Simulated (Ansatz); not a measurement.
# BePd: stiffness from strained cells, part 1 of 2

How stiff is the crystal, and how unevenly? Runs: reference run (LAPW); ions clamped (LAPW). Companion runs by PAW are cited.

Computed with Ansatz 0.2.0 (DFT PBEsol, all-electron LAPW, scalar-relativistic unless said, unless a step's input says otherwise).

1 further run of the same task is left out (set aside as unsound or not needed).

## Step 1: The starting structure

The structure is cubic, space group Pm-3m (No. 221). Conventional cell: a = 2.798 Å, b = 2.798 Å, c = 2.798 Å, α = 90.00°, β = 90.00°, γ = 90.00°. Be (site symmetry m-3m) is surrounded by 8 Pd at 2.42 Å. Pd (site symmetry m-3m) has 8 Be at 2.42 Å as nearest neighbours.

Structure file:

```
CELL_PARAMETERS angstrom
2.79792 0.00000 0.00000
0.00000 2.79792 0.00000
0.00000 0.00000 2.79792
ATOMIC_POSITIONS crystal
Be 0.00000 0.00000 0.00000
Pd 0.50000 0.50000 0.50000
```

Cartesian axes are those of the input's lattice vectors. The structure goes back to a database entry.

## Step 2: Reference run, LAPW

input.yaml

```yaml
crystal:
  lattice:
    - [2.79791931744, 0.0, 0.0]
    - [0.0, 2.79791931744, 0.0]
    - [0.0, 0.0, 2.79791931744]
  atoms:
    - { symbol: Be, position: [0.0, 0.0, 0.0] }
    - { symbol: Pd, position: [0.5, 0.5, 0.5] }
kpoints:
  mp_grid: { grid: [14, 14, 14] }
scf:
  occupations: { method: fermi_dirac, width: 0.08 }
hamiltonian:
  xc: pbesol
  pseudopotentials: { kind: all_electron, lapw: { basis_error: 0.001 } }
elastic:
  mode: relaxed_ion
  stencil: two_point
  amplitude: 0.005
```

Started as:

```bash
$ ansatz run input.yaml --threads 1 --pin off --max-ram 2560MiB --backend cpu --events-out ev --progress --plain --runs-dir out
```

The program printed:

```text
LAPW: plane waves up to 8.495 Å⁻¹, error target 1.0e-3 eV per atom; small_component_spin mean_spin; Be in spheres of 0.993 Å, 4 of its electrons in bands, Dirac shells []; Pd in spheres of 1.357 Å, 28 of its electrons in bands, Dirac shells [] (how accurate: hamiltonian.pseudopotentials.lapw.basis_error, Limitations)
Engine: ansatz 0.2.0
Pseudopotentials: kind: all_electron
Pseudopotential: Be, LAPW, valence charge 4, lapw/all_electron/scalar/gaussian/Be, Koelling and Harmon's equation, gaussian nucleus
Pseudopotential: Pd, LAPW, valence charge 28, lapw/all_electron/scalar/gaussian/Pd, Koelling and Harmon's equation, gaussian nucleus
Functional definition: PBEsol
  exchange = pbesol_x
  correlation = pbesol_c
Crystal: 2 atoms, lattice volume = 21.903 Å³
Basis set: ecut = 274.97762072221354 eV, 251 PW (Γ), exchange–correlation at level 2
Bands: 20, of which v1, the nominal top of the filled ones, is band 16 counted from 1 (15 counted from 0)
Symmetry: 48 space group operations
Space group: Pm-3m (ITA 221), of the structure as read, at distance tolerance 2.8e-5 Å
k-points: 120 of 2744
Non-local potential: Be, projectors of the file, none
Non-local potential: Pd, projectors of the file, none
Initial density: superposition of atomic densities (chi_scale 0.1, normalization cell, long waves kept (reshape's long-wave potential 0.00 eV rms))
Initial wavefunctions: plane waves of lowest kinetic energy (no species holds an atomic orbital)
Functional: x = pbesol(κ = 0.804, μ = 0.12345679012345678), c = pbesol(β = 0.046)
iter 1 solved again at ethr=1.08e-2 eV; its pass at ethr=1.00e-1 eV (dr2=3.45e0 eV) is discarded
SCF iter   1: F=—  HF=-137644.545772 eV  |F-HF|=—  |Δ(HF+E_count)|=         —  Δρ=1.09e-1  dr2=3.46e0  ethr=1.08e-2  ⟨swp⟩=2.0  Hψ=15381  notcnv=0
preconditioner: auto → none  [metal: Δε(μ)=0.030 eV  Ē_g=9.778 eV  σ=0.080 eV  W_gap=0.09  n_scr=6 (ndim 8)  ℏωp=27.5 eV  f_vac=0.000  D(μ)=0.59/eV (n_scr^D=0)  sad-step TF]
iter 2 solved again at ethr=8.89e-4 eV; its pass at ethr=1.08e-2 eV (dr2=2.84e-1 eV) is discarded
SCF iter   2: F=—  HF=-137642.968071 eV  |F-HF|=—  |Δ(HF+E_count)|=    1.58e0  Δρ=3.55e-2  dr2=2.84e-1  ethr=8.89e-4  ⟨swp⟩=2.0  Hψ=11764  notcnv=0
SCF iter   3: F=—  HF=-137641.274872 eV  |F-HF|=—  |Δ(HF+E_count)|=    1.69e0  Δρ=7.92e-3  dr2=1.46e-2  ethr=8.88e-4  ⟨swp⟩=2.4  Hψ=6525  notcnv=0
SCF iter   4: F=—  HF=-137641.256055 eV  |F-HF|=—  |Δ(HF+E_count)|=         —  Δρ=2.73e-3  dr2=1.41e-3  ethr=4.57e-5  ⟨swp⟩=2.0  Hψ=6664  notcnv=0
the basis was enlarged: its passes take 118.1 KiB over the memory plan, 1 of 1 planned eigensolver slots
SCF iter   5: F=—  HF=-137641.255486 eV  |F-HF|=—  |Δ(HF+E_count)|=   5.69e-4  Δρ=6.79e-4  dr2=1.55e-4  ethr=4.40e-6  ⟨swp⟩=2.0  Hψ=6634  notcnv=0
SCF iter   6: F=—  HF=-137641.255409 eV  |F-HF|=—  |Δ(HF+E_count)|=   7.71e-5  Δρ=2.00e-4  dr2=1.36e-5  ethr=4.84e-7  ⟨swp⟩=2.0  Hψ=6633  notcnv=0
SCF iter   7: F=—  HF=-137641.255404 eV  |F-HF|=—  |Δ(HF+E_count)|=   5.19e-6  Δρ=1.86e-5  dr2=1.13e-7  ethr=4.26e-8  ⟨swp⟩=2.1  Hψ=6651  notcnv=0
SCF iter   8: F=—  HF=-137641.255404 eV  |F-HF|=—  |Δ(HF+E_count)|=   6.63e-8  Δρ=2.91e-6  dr2=2.73e-9  ethr=3.52e-10  ⟨swp⟩=2.3  Hψ=6669  notcnv=0
SCF iter   9: F=—  HF=-137641.255404 eV  |F-HF|=—  |Δ(HF+E_count)|=   1.31e-9  Δρ=2.23e-7  dr2=1.54e-11  ethr=8.53e-12  ⟨swp⟩=2.2  Hψ=6672  notcnv=0
SCF iter  10: F=-137641.255404 eV  HF=-137641.255404 eV  |F-HF|=1.46e-10  |Δ(HF+E_count)|=  8.73e-11  Δρ=6.80e-9  dr2=1.02e-14  ethr=3.82e-12 (applied; sched 1.00e-12)  ⟨swp⟩=2.0  Hψ=6633  notcnv=0
SCF 1 converged in 10 iterations: F = -137641.255404 eV  dr2 = 1.02e-14
Crystal: 2 atoms, lattice volume = 21.794 Å³
Basis set: ecut = 275.89804897699787 eV, 251 PW (Γ), exchange–correlation at level 2
Symmetry: 16 space group operations
k-points: 288 of 2744
Initial density: handed on by an earlier stage of this run
Initial wavefunctions: plane waves of lowest kinetic energy (no species holds an atomic orbital; no wavefunctions were taken with the density)
iter 1 solved again at ethr=1.62e-7 eV; its pass at ethr=1.00e-1 eV (dr2=5.19e-5 eV) is discarded
SCF iter   1: F=—  HF=-137641.255074 eV  |F-HF|=—  |Δ(HF+E_count)|=         —  Δρ=4.13e-4  dr2=5.73e-5  ethr=1.62e-7  ⟨swp⟩=5.0  Hψ=47924  notcnv=0
preconditioner: auto → none  [metal: Δε(μ)=0.010 eV  Ē_g=11.014 eV  σ=0.080 eV  W_gap=0.03  n_scr=6 (ndim 8)  ℏωp=27.6 eV  f_vac=0.000  D(μ)=0.75/eV (n_scr^D=6)]
iter 2 solved again at ethr=1.11e-8 eV; its pass at ethr=1.62e-7 eV (dr2=3.57e-6 eV) is discarded
SCF iter   2: F=—  HF=-137641.255052 eV  |F-HF|=—  |Δ(HF+E_count)|=   2.20e-5  Δρ=1.12e-4  dr2=3.56e-6  ethr=1.11e-8  ⟨swp⟩=2.0  Hψ=27554  notcnv=0
SCF iter   3: F=—  HF=-137641.255052 eV  |F-HF|=—  |Δ(HF+E_count)|=   2.63e-7  Δρ=1.14e-4  dr2=3.89e-6  ethr=1.11e-8  ⟨swp⟩=2.4  Hψ=16081  notcnv=0
SCF iter   4: F=—  HF=-137641.255048 eV  |F-HF|=—  |Δ(HF+E_count)|=   4.01e-6  Δρ=1.10e-5  dr2=1.38e-8  ethr=1.11e-8  ⟨swp⟩=2.0  Hψ=15935  notcnv=0
SCF iter   5: F=—  HF=-137641.255048 eV  |F-HF|=—  |Δ(HF+E_count)|=   1.30e-8  Δρ=1.71e-6  dr2=3.44e-10  ethr=4.30e-11  ⟨swp⟩=3.0  Hψ=16946  notcnv=0
SCF iter   6: F=—  HF=-137641.255048 eV  |F-HF|=—  |Δ(HF+E_count)|=  2.62e-10  Δρ=2.22e-7  dr2=5.40e-12  ethr=3.82e-12 (applied; sched 1.08e-12)  ⟨swp⟩=2.0  Hψ=15933  notcnv=0
SCF iter   7: F=-137641.255048 eV  HF=-137641.255048 eV  |F-HF|=8.73e-11  |Δ(HF+E_count)|=  5.82e-11  Δρ=2.23e-8  dr2=5.72e-14  ethr=3.82e-12 (applied; sched 1.00e-12)  ⟨swp⟩=2.0  Hψ=15933  notcnv=0
SCF 2 converged in 7 iterations: F = -137641.255048 eV  dr2 = 5.72e-14
Crystal: 2 atoms, lattice volume = 22.013 Å³
Basis set: ecut = 274.06483089026926 eV, 251 PW (Γ), exchange–correlation at level 2
iter 1 solved again at ethr=2.22e-7 eV; its pass at ethr=1.00e-1 eV (dr2=7.10e-5 eV) is discarded
SCF iter   1: F=—  HF=-137641.255018 eV  |F-HF|=—  |Δ(HF+E_count)|=         —  Δρ=4.15e-4  dr2=5.95e-5  ethr=2.22e-7  ⟨swp⟩=4.9  Hψ=47595  notcnv=0
preconditioner: auto → none  [metal: Δε(μ)=0.012 eV  Ē_g=10.927 eV  σ=0.080 eV  W_gap=0.04  n_scr=6 (ndim 8)  ℏωp=27.4 eV  f_vac=0.000  D(μ)=0.77/eV (n_scr^D=6)]
iter 2 solved again at ethr=1.03e-8 eV; its pass at ethr=1.86e-7 eV (dr2=3.30e-6 eV) is discarded
SCF iter   2: F=—  HF=-137641.254996 eV  |F-HF|=—  |Δ(HF+E_count)|=   2.23e-5  Δρ=1.09e-4  dr2=3.29e-6  ethr=1.03e-8  ⟨swp⟩=2.0  Hψ=27556  notcnv=0
SCF iter   3: F=—  HF=-137641.254996 eV  |F-HF|=—  |Δ(HF+E_count)|=   3.12e-8  Δρ=1.17e-4  dr2=4.22e-6  ethr=1.03e-8  ⟨swp⟩=2.4  Hψ=16086  notcnv=0
SCF iter   4: F=—  HF=-137641.254992 eV  |F-HF|=—  |Δ(HF+E_count)|=   4.05e-6  Δρ=1.12e-5  dr2=1.41e-8  ethr=1.03e-8  ⟨swp⟩=2.0  Hψ=15940  notcnv=0
SCF iter   5: F=—  HF=-137641.254992 eV  |F-HF|=—  |Δ(HF+E_count)|=   1.72e-8  Δρ=1.68e-6  dr2=3.39e-10  ethr=4.42e-11  ⟨swp⟩=3.0  Hψ=16954  notcnv=0
SCF iter   6: F=—  HF=-137641.254992 eV  |F-HF|=—  |Δ(HF+E_count)|=  5.24e-10  Δρ=2.10e-7  dr2=5.17e-12  ethr=3.82e-12 (applied; sched 1.06e-12)  ⟨swp⟩=2.0  Hψ=15936  notcnv=0
SCF iter   7: F=—  HF=-137641.254992 eV  |F-HF|=—  |Δ(HF+E_count)|=  2.91e-10  Δρ=2.70e-8  dr2=7.21e-14  ethr=3.82e-12 (applied; sched 1.00e-12)  ⟨swp⟩=2.0  Hψ=15936  notcnv=0
SCF iter   8: F=-137641.254992 eV  HF=-137641.254992 eV  |F-HF|=1.46e-10  |Δ(HF+E_count)|=  1.46e-10  Δρ=2.43e-9  dr2=1.29e-15  ethr=3.82e-12 (applied; sched 1.00e-12)  ⟨swp⟩=2.0  Hψ=15936  notcnv=0
SCF 3 converged in 8 iterations: F = -137641.254992 eV  dr2 = 1.29e-15
Basis set: ecut = 274.97876646826717 eV, 251 PW (Γ), exchange–correlation at level 2
Symmetry: 8 space group operations
k-points: 456 of 2744
iter 1 solved again at ethr=3.91e-8 eV; its pass at ethr=1.00e-1 eV (dr2=1.25e-5 eV) is discarded
SCF iter   1: F=—  HF=-137641.255257 eV  |F-HF|=—  |Δ(HF+E_count)|=         —  Δρ=2.26e-4  dr2=8.91e-6  ethr=3.91e-8  ⟨swp⟩=5.5  Hψ=80158  notcnv=0
preconditioner: auto → none  [metal: Δε(μ)=0.007 eV  Ē_g=10.978 eV  σ=0.080 eV  W_gap=0.02  n_scr=6 (ndim 8)  ℏωp=27.5 eV  f_vac=0.000  D(μ)=0.77/eV (n_scr^D=6)]
SCF iter   2: F=—  HF=-137641.255255 eV  |F-HF|=—  |Δ(HF+E_count)|=   2.28e-6  Δρ=1.03e-4  dr2=1.78e-6  ethr=2.78e-8  ⟨swp⟩=2.0  Hψ=25218  notcnv=0
iter 3 solved again at ethr=2.57e-11 eV; its pass at ethr=5.55e-9 eV (dr2=8.23e-9 eV) is discarded
SCF iter   3: F=—  HF=-137641.255254 eV  |F-HF|=—  |Δ(HF+E_count)|=   4.57e-7  Δρ=6.14e-6  dr2=8.23e-9  ethr=2.57e-11  ⟨swp⟩=2.3  Hψ=43839  notcnv=0
SCF iter   4: F=—  HF=-137641.255254 eV  |F-HF|=—  |Δ(HF+E_count)|=   5.82e-9  Δρ=4.52e-6  dr2=4.91e-9  ethr=2.57e-11  ⟨swp⟩=2.3  Hψ=25414  notcnv=0
SCF iter   5: F=—  HF=-137641.255254 eV  |F-HF|=—  |Δ(HF+E_count)|=   4.60e-9  Δρ=1.89e-6  dr2=7.92e-10  ethr=1.53e-11  ⟨swp⟩=2.0  Hψ=25218  notcnv=0
SCF iter   6: F=—  HF=-137641.255254 eV  |F-HF|=—  |Δ(HF+E_count)|=  8.44e-10  Δρ=4.23e-7  dr2=3.84e-11  ethr=3.82e-12 (applied; sched 2.48e-12)  ⟨swp⟩=2.0  Hψ=25218  notcnv=0
SCF iter   7: F=—  HF=-137641.255254 eV  |F-HF|=—  |Δ(HF+E_count)|=  2.04e-10  Δρ=4.98e-8  dr2=5.11e-13  ethr=3.82e-12 (applied; sched 1.00e-12)  ⟨swp⟩=2.0  Hψ=25218  notcnv=0
SCF iter   8: F=-137641.255254 eV  HF=-137641.255254 eV  |F-HF|=2.91e-11  |Δ(HF+E_count)|=  2.33e-10  Δρ=3.34e-9  dr2=1.73e-15  ethr=3.82e-12 (applied; sched 1.00e-12)  ⟨swp⟩=2.0  Hψ=25218  notcnv=0
SCF 4 converged in 8 iterations: F = -137641.255254 eV  dr2 = 1.73e-15
iter 1 solved again at ethr=3.43e-8 eV; its pass at ethr=1.00e-1 eV (dr2=1.10e-5 eV) is discarded
SCF iter   1: F=—  HF=-137641.255257 eV  |F-HF|=—  |Δ(HF+E_count)|=         —  Δρ=2.26e-4  dr2=8.91e-6  ethr=3.43e-8  ⟨swp⟩=5.6  Hψ=80419  notcnv=0
SCF iter   2: F=—  HF=-137641.255255 eV  |F-HF|=—  |Δ(HF+E_count)|=   2.28e-6  Δρ=1.03e-4  dr2=1.78e-6  ethr=2.78e-8  ⟨swp⟩=2.0  Hψ=25218  notcnv=0
iter 3 solved again at ethr=2.56e-11 eV; its pass at ethr=5.55e-9 eV (dr2=8.20e-9 eV) is discarded
SCF iter   3: F=—  HF=-137641.255254 eV  |F-HF|=—  |Δ(HF+E_count)|=   4.57e-7  Δρ=6.12e-6  dr2=8.18e-9  ethr=2.56e-11  ⟨swp⟩=2.3  Hψ=43854  notcnv=0
SCF iter   4: F=—  HF=-137641.255254 eV  |F-HF|=—  |Δ(HF+E_count)|=   5.59e-9  Δρ=4.53e-6  dr2=4.93e-9  ethr=2.56e-11  ⟨swp⟩=2.3  Hψ=25420  notcnv=0
SCF iter   5: F=—  HF=-137641.255254 eV  |F-HF|=—  |Δ(HF+E_count)|=   4.69e-9  Δρ=1.89e-6  dr2=7.96e-10  ethr=1.54e-11  ⟨swp⟩=2.0  Hψ=25218  notcnv=0
SCF iter   6: F=—  HF=-137641.255254 eV  |F-HF|=—  |Δ(HF+E_count)|=  7.86e-10  Δρ=4.23e-7  dr2=3.85e-11  ethr=3.82e-12 (applied; sched 2.49e-12)  ⟨swp⟩=2.0  Hψ=25218  notcnv=0
SCF iter   7: F=—  HF=-137641.255254 eV  |F-HF|=—  |Δ(HF+E_count)|=  8.73e-11  Δρ=4.99e-8  dr2=5.11e-13  ethr=3.82e-12 (applied; sched 1.00e-12)  ⟨swp⟩=2.0  Hψ=25218  notcnv=0
SCF iter   8: F=-137641.255254 eV  HF=-137641.255254 eV  |F-HF|=1.75e-10  |Δ(HF+E_count)|=  2.91e-11  Δρ=3.35e-9  dr2=1.74e-15  ethr=3.82e-12 (applied; sched 1.00e-12)  ⟨swp⟩=2.0  Hψ=25218  notcnv=0
SCF 5 converged in 8 iterations: F = -137641.255254 eV  dr2 = 1.74e-15
SCF converged after 10 iterations
Free energy (F): -137641.255404 eV
Harris-Foulkes:  -137641.255404 eV  (|F-HF|=1.46e-10)
Internal energy: -137641.239794 eV  (E = F + TS)
E sigma→0 (E₀):  -137641.247599 eV
Entropy (-TS):   -0.015609 eV (-7.805 meV/atom)
Fermi energy:    18.471209 eV
--- Per-component energies (eV) ---
  E_band       = -3395.269141
  E_kinetic    = 143614.090211
  E_xc         = -3932.818278
  E_electrostatic = -277322.511727  (all electrons and nuclei)
  E_smearing   = -0.015609  (= −TS)
  E_closure    = 0.000000  (closes the sum)
  E_atoms      = -137631.570172  (free atoms, spherical and without spin; not in F)
  Σ components = -137641.255404   (vs F -137641.255404, Δ=0.00e0)
  Basis errors (estimates in eV, not in F): energy 1.8e-4 per atom: plane waves 1.4e-4 (7.3e-5 summed), levels above the bands 6.2e-40, relativity 1.3e-8, radial functions 4.3e-5, core shells 8.6e-8; eigenvalues (radial functions only) 2.8e-6; not estimated: angular momenta, meshes, grids; target (lapw.basis_error) 1.0e-3; muffin-tin radii Be 0.993 Å, Pd 1.357 Å
--- Forces (eV/Å), atoms counted from 1 ---
  atom   1  Be    -0.00000000    -0.00000000     0.00000000
  atom   2  Pd     0.00000000    -0.00000000    -0.00000000
  max |Σ_I F_I| component: 1.34e-30 eV/Å
--- Stress (GPa, compression-positive) ---
       -0.054641       0.000000      -0.000000
        0.000000      -0.054641       0.000000
       -0.000000       0.000000      -0.054641
  P = ⅓ Tr σ = -0.0546 GPa (-0.546 kbar)
--- Band table (eV; the first three rows and the last of 120) ---
  k-point 0: bands = ["-307.2849", "-307.2849", "-307.2698", "-307.2698", "-307.2698", "-81.2774", "-66.9240", "-32.5833", "-32.5833", "-32.5833", "8.6552", "12.7410", "12.7410", "16.1114", "16.1114", "16.1114", "23.8661", "23.8661", "23.8661", "32.8453"]
  k-point 1: bands = ["-307.2849", "-307.2849", "-307.2698", "-307.2698", "-307.2698", "-81.2774", "-66.9232", "-32.5929", "-32.5825", "-32.5825", "8.7549", "12.7641", "12.7939", "16.0096", "16.0096", "16.1185", "23.4828", "24.0584", "24.0584", "32.6670"]
  k-point 2: bands = ["-307.2849", "-307.2849", "-307.2698", "-307.2698", "-307.2698", "-81.2773", "-66.9211", "-32.6197", "-32.5802", "-32.5802", "9.0442", "12.8296", "12.9442", "15.7427", "15.7427", "16.1386", "22.5417", "24.5970", "24.5970", "32.1889"]
  k-point 119: bands = ["-307.2849", "-307.2849", "-307.2698", "-307.2698", "-307.2698", "-81.2761", "-66.8794", "-32.7334", "-32.7334", "-32.7334", "11.9360", "11.9360", "11.9360", "17.2522", "17.2522", "23.2851", "24.0754", "24.0754", "24.0754", "25.3030"]
--- Elastic constants: 2 strain directions × 2 members + reference (group order 48) ---
  dense FFT box of the reference and of every strained cell: 16×16×16
  strains applied: 11, 23; error gains: componentwise 1.00 (the most a stress slope's error grows in a printed constant), spectral 1.73 (1 for all six strains in a standard setting)
  C = ∂σ_k/∂η_j (tension-positive GPa; Voigt order 11 22 33 23 13 12):
       225.008    174.065    174.065     -0.000     -0.000     -0.000
       174.065    225.008    174.065     -0.000     -0.000     -0.000
       174.065    174.065    225.008     -0.000     -0.000     -0.000
        -0.000     -0.000      0.000     87.451     -0.000      0.000
         0.000      0.000     -0.000      0.000     87.451      0.000
        -0.000      0.000      0.000      0.000     -0.000     87.451
  reference stress σ⁰ (GPa):      0.055      0.055      0.055      0.000      0.000     -0.000
  no Pulay correction (none for the plane-wave cutoff is built on LAPW): the batch's stresses and constants are at fixed plane waves
  C* (energy form; C + prestress term) asymmetry max|C*_kj − C*_jk| = 5.684e-14 GPa — a small one proves nothing (zero by symmetry where the batch's group is 432, −43m or m−3m); a large one is finite-difference/SCF noise where every solve meets its electron count
  moduli (Voigt/Reuss/Hill, GPa): K = 191.05/191.05/191.05   G = 62.66/44.32/53.49   E = 146.77   ν = 0.372
  mechanically stable: yes (min eigenvalue of sym C = 50.94 GPa)
  where every solve meets its electron count the energy-path curvature estimates C_jj along a normal strain and C_jj − ¼(σ⁰_aa + σ⁰_bb) along a shear (ab), closely only under elastic.basis: deformed
  strain η (Voigt 11):  stress-route row diagonal C_11 = 225.01 GPa, energy-path curvature d²(F+E_count)/dδ²/Ω₀ = 224.38 GPa
         δ    σ_11 (GPa)             F (eV)   n_scf  n_hpsi   n_pw
    -5.000e-3      -1.1106     -137641.2550484       7  159508    251   relax 0 steps, max|allowed force component| 1.48e-31 eV/Å
     5.000e-3       1.1395     -137641.2549919       8  175167    251   relax 0 steps, max|allowed force component| 1.05e-31 eV/Å
  strain η (Voigt 23):  stress-route row diagonal C_44 = 87.45 GPa, energy-path curvature d²(F+E_count)/dδ²/Ω₀ = 87.42 GPa
         δ    σ_23 (GPa)             F (eV)   n_scf  n_hpsi   n_pw
    -5.000e-3      -0.4373     -137641.2552542       8  280533    251   relax 0 steps, max|allowed force component| 1.97e-31 eV/Å
     5.000e-3       0.4373     -137641.2552542       8  280837    251   relax 0 steps, max|allowed force component| 7.89e-31 eV/Å
```

Wall time 3.5 min (1 thread of Arm Neoverse V1, shared host); peak memory 0.97 GiB.

C in GPa (Voigt order xx, yy, zz, yz, xz, xy):

```
225.0 174.1 174.1   0.0   0.0   0.0
174.1 225.0 174.1   0.0   0.0   0.0
174.1 174.1 225.0   0.0   0.0   0.0
  0.0   0.0   0.0  87.5   0.0   0.0
  0.0   0.0   0.0   0.0  87.5   0.0
  0.0   0.0   0.0   0.0   0.0  87.5
```

(Continued in part 2 of 2.)
